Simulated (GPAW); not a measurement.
Runs of GPAW 26.7.0 on Mn3Al. It takes space group Fm-3m (No. 225, cubic). The conventional cell has a = 5.716 Å, b = 5.716 Å, c = 5.716 Å, α = 90.00°, β = 90.00°, γ = 90.00°. Around Mn (site symmetry m-3m) lie 8 Mn at 2.48 Å. Mn (site symmetry -43m) has 4 Mn at 2.48 Å and 4 Al at 2.48 Å as nearest neighbours. Around Al (site symmetry m-3m) lie 8 Mn at 2.48 Å. The cell comes from a database or a generator and needn't be the stable form of this composition.

| level | U | pressure (GPa) | moment (μB) |
| --- | --- | --- | --- |
| PBEsol+U | Mn d U = 4 eV | 50.9 | 10.71 |
| PBEsol+U | Mn d U = 3 eV | 44.2 | 10.30 |
| PBEsol+U | Mn d U = 2 eV | 31.4 | 9.16 |
| PBEsol+U | Mn d U = 1 eV | 11.0 | 5.84 |
| PBEsol | - | (a) | 2.52 |

Alike in all rows: task band structure; potentials or basis PAW data sets generated in the run's folder for this functional, pw; spin collinear, ferromagnetic start; cell as given; k mesh 7 × 7 × 7; cutoff (eV) 600; smearing fermi-dirac 0.05 eV.

Q: Estimate the missing entries.

A: (a) -7.8.

Caveats: the U is typed as a test and isn't derived for this compound (some runs); a pressure of tens of GPa on the cell as given is suspect, and the run, the potentials or the cell itself is likely at fault (some runs); the moment fell far below its start of 4 μB, so a state of higher moment may lie lower in energy (some runs).

Not every run made on this cell is shown here.
